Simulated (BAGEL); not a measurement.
# CH3BF2S (SMILES BSC(F)F) at 4 levels

Aim: a comparison of 4 runs (B3LYP/6-31G*, B3LYP/def2-SVP, PBE0/def2-SVP, RI-MP2/def2-SVP) of CH3BF2S. 

The calculation is run with BAGEL 1.2.2.

**1. The structure to begin with**

CH3BF2S has 8 atoms, charge 0, and is taken as a singlet. As SMILES, `BSC(F)F`. The coordinates come from a GFN2-xTB relaxation. This is one conformer, not always the lowest.

Bond lengths: B1–S2 1.749 Å, S2–C3 1.846 Å, C3–F4 1.338 Å, C3–F5 1.344 Å, B1–H6 1.166 Å, B1–H7 1.164 Å, C3–H8 1.099 Å. Angles: B1–S2–C3 101.3°, S2–C3–F4 110.0°, S2–C3–F5 110.7°, F4–C3–F5 107.1°, S2–B1–H6 120.1°, S2–B1–H7 116.4°, S2–C3–H8 111.1°, F4–C3–H8 109.0°, F5–C3–H8 108.8°, H6–B1–H7 123.5°.

**2. The energy at B3LYP/6-31G(d) (density fitting with qzvpp-jkfit, spherical functions) (run 1)**

Input file input.json:

```json
{ "bagel" : [

{
  "title" : "molecule",
  "basis" : "6-31gs.json",
  "df_basis" : "qzvpp-jkfit",
  "angstrom" : true,
  "geometry" : [
    { "atom" : "B", "xyz" : [      -0.480510,       1.504240,      -0.202940 ] },
    { "atom" : "S", "xyz" : [       0.695110,       0.627570,       0.749790 ] },
    { "atom" : "C", "xyz" : [       0.365350,      -1.110430,       0.221870 ] },
    { "atom" : "F", "xyz" : [       1.128650,      -1.955040,       0.925480 ] },
    { "atom" : "F", "xyz" : [       0.677820,      -1.280120,      -1.074240 ] },
    { "atom" : "H", "xyz" : [      -1.215410,       0.927050,      -0.899610 ] },
    { "atom" : "H", "xyz" : [      -0.479540,       2.662310,      -0.089520 ] },
    { "atom" : "H", "xyz" : [      -0.691480,      -1.375590,       0.369160 ] }
  ]
},

{
  "title" : "ks",
  "xc_func" : "b3lyp"
},

{
  "title" : "print",
  "file" : "orbitals.molden",
  "orbitals" : true
}

]}
```

The basis set 6-31G* is read from a file made from the Basis Set Exchange's data (not shown).

Run with:

```bash
$ BAGEL_NUM_THREADS=1 BAGEL input.json > input.out
```

Log:

```text
* using 1 threads per process

  ===============================================================
  ===============================================================

  *** Geometry ***

  { "atom" : "B", "xyz" : [     -0.908032,      2.842602,     -0.383501 ] },
  { "atom" : "S", "xyz" : [      1.313568,      1.185935,      1.416898 ] },
  { "atom" : "C", "xyz" : [      0.690411,     -2.098409,      0.419274 ] },
[... 4 lines of this table left out ...]
  { "atom" : "H", "xyz" : [     -1.306708,     -2.599488,      0.697611 ] },

  Number of auxiliary basis functions:      486

  Since a DF basis is specified, we compute 2- and 3-index integrals:
    o Being stored without compression. Storage requirement is 0.025 GB

  Number of basis functions:       80
  Number of electrons      :       48

    * METHOD: MOLECULE                             0.22

  *** Kohn-Sham DFT ***

    * Removing 14960 points whose weight is below 1.00e-10
    * Grid points: 104288

  === Nuclear Repulsion ===
   222.0574744093

       - DIIS with orbital gradients will be used.

  === KS iteration (b3lyp / 6-31gs.json) ===
      0       -630.83278260          0.13044961           0.35
      1       -539.10423967          0.17956143           0.32
      2       -566.55616167          0.18397203           0.32
[... 16 lines of this table left out ...]
     19       -662.62366529          0.00000001           0.33
    * SCF iteration converged.

    * Permanent dipole moment:
           (    0.520830,    -0.026504,    -0.074408) a.u.

    * METHOD: KS                                   7.03

    * METHOD: PRINT                                0.01

  ===============================================================
```

It took 7.5 s on 1 thread of Arm Neoverse V2, shared host; peak memory 0.41 GiB.

**3. A single-point energy at B3LYP/def2-SVP (density fitting with qzvpp-jkfit) (run 2)**

Input file dft.json:

```json
{ "bagel" : [

{
  "title" : "molecule",
  "basis" : "svp",
  "df_basis" : "qzvpp-jkfit",
  "angstrom" : true,
  "geometry" : [
    { "atom" : "B", "xyz" : [   -0.480510,    1.504240,   -0.202940 ] },
    { "atom" : "S", "xyz" : [    0.695110,    0.627570,    0.749790 ] },
    { "atom" : "C", "xyz" : [    0.365350,   -1.110430,    0.221870 ] },
    { "atom" : "F", "xyz" : [    1.128650,   -1.955040,    0.925480 ] },
    { "atom" : "F", "xyz" : [    0.677820,   -1.280120,   -1.074240 ] },
    { "atom" : "H", "xyz" : [   -1.215410,    0.927050,   -0.899610 ] },
    { "atom" : "H", "xyz" : [   -0.479540,    2.662310,   -0.089520 ] },
    { "atom" : "H", "xyz" : [   -0.691480,   -1.375590,    0.369160 ] }
  ]
},
{
  "title" : "ks",
  "xc_func" : "b3lyp"
},
{
  "title" : "print",
  "file" : "orbitals.molden",
  "orbitals" : true
}

]}
```

Run with:

```bash
$ BAGEL_NUM_THREADS=1 BAGEL dft.json > dft.out
```

Log:

```text
* using 1 threads per process

  ===============================================================
  ===============================================================

  *** Geometry ***

  { "atom" : "B", "xyz" : [     -0.908032,      2.842602,     -0.383501 ] },
  { "atom" : "S", "xyz" : [      1.313568,      1.185935,      1.416898 ] },
  { "atom" : "C", "xyz" : [      0.690411,     -2.098409,      0.419274 ] },
[... 4 lines of this table left out ...]
  { "atom" : "H", "xyz" : [     -1.306708,     -2.599488,      0.697611 ] },

  Number of auxiliary basis functions:      486

  Since a DF basis is specified, we compute 2- and 3-index integrals:
    o Being stored without compression. Storage requirement is 0.031 GB

  Number of basis functions:       89
  Number of electrons      :       48

    * METHOD: MOLECULE                             0.20

  *** Kohn-Sham DFT ***

    * Removing 14960 points whose weight is below 1.00e-10
    * Grid points: 104288

  === Nuclear Repulsion ===
   222.0574744093

       - DIIS with orbital gradients will be used.

  === KS iteration (b3lyp / svp) ===
      0       -630.53474958          0.11368942           0.39
      1       -537.92256812          0.17664960           0.38
      2       -563.17843469          0.19323491           0.38
[... 17 lines of this table left out ...]
     20       -662.32510004          0.00000001           0.38
    * SCF iteration converged.

    * Permanent dipole moment:
           (    0.499661,    -0.062665,    -0.133909) a.u.

    * METHOD: KS                                   8.43

    * METHOD: PRINT                                0.01

  ===============================================================
```

Wall time 9 s (1 thread of Arm Neoverse V2, shared host); peak memory 0.45 GiB.

Run 3 isn't shown in full; the table further down has it.

**4. The energy at RI-MP2/def2-SVP (density fitting with qzvpp-jkfit) (run 4)**

Input file calc.json:

```json
{ "bagel" : [

{
  "title" : "molecule",
  "basis" : "svp",
  "df_basis" : "qzvpp-jkfit",
  "angstrom" : true,
  "geometry" : [
    { "atom" : "B", "xyz" : [      -0.480510,       1.504240,      -0.202940 ] },
    { "atom" : "S", "xyz" : [       0.695110,       0.627570,       0.749790 ] },
    { "atom" : "C", "xyz" : [       0.365350,      -1.110430,       0.221870 ] },
    { "atom" : "F", "xyz" : [       1.128650,      -1.955040,       0.925480 ] },
    { "atom" : "F", "xyz" : [       0.677820,      -1.280120,      -1.074240 ] },
    { "atom" : "H", "xyz" : [      -1.215410,       0.927050,      -0.899610 ] },
    { "atom" : "H", "xyz" : [      -0.479540,       2.662310,      -0.089520 ] },
    { "atom" : "H", "xyz" : [      -0.691480,      -1.375590,       0.369160 ] }
  ]
},

{
  "title" : "hf",
  "charge" : 0
},

{
  "title" : "mp2",
  "charge" : 0,
  "ncore" : 9
}

]}
```

Run with:

```bash
$ BAGEL_NUM_THREADS=1 BAGEL calc.json > calc.out
```

Log:

```text
* using 1 threads per process

  ===============================================================
  ===============================================================

  *** Geometry ***

  { "atom" : "B", "xyz" : [     -0.908032,      2.842602,     -0.383501 ] },
  { "atom" : "S", "xyz" : [      1.313568,      1.185935,      1.416898 ] },
  { "atom" : "C", "xyz" : [      0.690411,     -2.098409,      0.419274 ] },
[... 4 lines of this table left out ...]
  { "atom" : "H", "xyz" : [     -1.306708,     -2.599488,      0.697611 ] },

[... 23 lines left out ...]
    * SCF iteration converged.
[... 1 line left out ...]
    * Permanent dipole moment:
[... 2 lines left out ...]
    * METHOD: HF                                   1.26

  *** RHF ***

  === Nuclear Repulsion ===
   222.0574744093

      * DIIS with orbital gradients will be used.

  === RHF iteration (svp) ===
      0       -660.36826037          0.00000000           0.08
    * SCF iteration converged.

    * Permanent dipole moment:
           (    0.756319,    -0.275858,    -0.085690) a.u.

  === DF-MP2 calculation ===

    * freezing 9 orbitals
    * 3-index integral transformation done
    * assembly done

      MP2 correlation energy:   -0.7148299392      0.06

      MP2 total energy:       -661.0830903082

    * METHOD: MP2                                  0.23

  ===============================================================
```

Wall time 1.9 s (1 thread of Arm Neoverse V2, shared host); peak memory 0.12 GiB.

**5. Overview of the runs**

```tsv
run	level	frozen core orbitals	energy (Eh)	dipole moment (D)	HOMO energy (eV)	LUMO energy (eV)	wall time
1	B3LYP/6-31G* (density fitting with qzvpp-jkfit, spherical functions)	–	-662.623665	1.34	-8.25	-1.44	7.5 s
2	B3LYP/def2-SVP (density fitting with qzvpp-jkfit)	–	-662.325100	1.32	-8.35	-1.64	9 s
3	PBE0/def2-SVP (density fitting with qzvpp-jkfit)	–	-661.895845	1.42	-8.67	-1.51	8.4 s
4	RI-MP2/def2-SVP (density fitting with qzvpp-jkfit)	9	-661.083090	–	–	–	1.9 s
```

**6. Outcome**

```
                                          quantity          value
                               run 4: total energy  -661.08309 Eh
run 4: correlation energy (9 core orbitals frozen)     -714.8 mEh
```

What this shows: Over runs 1, 2, 3 the dipole moment (its size) runs from 1.32 D (B3LYP/def2-SVP) to 1.42 D (PBE0/def2-SVP). Over runs 1, 2, 3 the HOMO–LUMO gap runs from 6.71 eV (B3LYP/def2-SVP) to 7.16 eV (PBE0/def2-SVP). Totals of different functionals can't be ranked against each other. All runs together took 27 s, the longest 9 s.
